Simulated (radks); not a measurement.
**Zr⁴⁺ in [Kr]: an all-electron calculation**

The task here is to estimate one member of a computed series from the others.

Program: radks (a radial shooting solver on a logarithmic mesh, Libxc functionals) version 1. Level of theory: Dirac Kohn-Sham, PBEsol, spin-unpolarised, spherical densities, point nucleus. These are calculated values, not measurements, unless marked.

## Starting point

- element: zirconium (Z = 40)
- charge: +4
- electrons: 36
- configuration: [Kr]

Outer shells as boxes (Hund's rule):

Zr⁴⁺
```
[Ar] core
3d [↑↓][↑↓][↑↓][↑↓][↑↓]
4s [↑↓]
4p [↑↓][↑↓][↑↓]
```

The first run:

Input:

```text
Z 40
configuration [Kr] 5s0 4d0 5p0 4f0
relativity Dirac
functional pbe_sol,pbe_sol
spin unpolarised
j_filling energy
nucleus point
c 137.035999084
```

One of the session's tables, all rows but one given; the rest of the session is left out.

It belongs to the step «Radial structure». From the orbitals of this run (lengths in bohr):

| level | <r> | outermost maximum (interpolated) | 90 % within | nodes |
| --- | --- | --- | --- | --- |
| 1s1/2 | 0.03708 | 0.0241 | 0.0664 | 0 |
| 2s1/2 | 0.1624 | 0.137 | 0.251 | 1 |
| 2p1/2 | 0.1387 | 0.107 | 0.227 | 0 |
| 2p3/2 | ? | ? | ? | ? |
| 3s1/2 | 0.4585 | 0.409 | 0.679 | 2 |
| 3p1/2 | 0.4550 | 0.396 | 0.690 | 1 |
| 3p3/2 | 0.4655 | 0.405 | 0.705 | 1 |
| 3d3/2 | 0.4501 | 0.345 | 0.724 | 0 |
| 3d5/2 | 0.4536 | 0.348 | 0.729 | 0 |
| 4s1/2 | 1.189 | 1.07 | 1.72 | 3 |
| 4p1/2 | 1.297 | 1.15 | 1.91 | 2 |
| 4p3/2 | 1.323 | 1.17 | 1.94 | 2 |
| 4d3/2 | 1.697 | 1.44 | 2.57 | 1 |
| 4d5/2 | 1.706 | 1.44 | 2.59 | 1 |
| 5s1/2 | 2.699 | 2.54 | 3.82 | 4 |
| 5p1/2 | 3.024 | 2.85 | 4.30 | 3 |

Q: Estimate the row for 2p3/2 from the others.

The run gave: <r>: 0.1431; outermost maximum (interpolated): 0.111; 90 % within: 0.233; nodes: 0. In the column «<r>» it lies between 2p1/2 (0.1387) and 2s1/2 (0.1624).
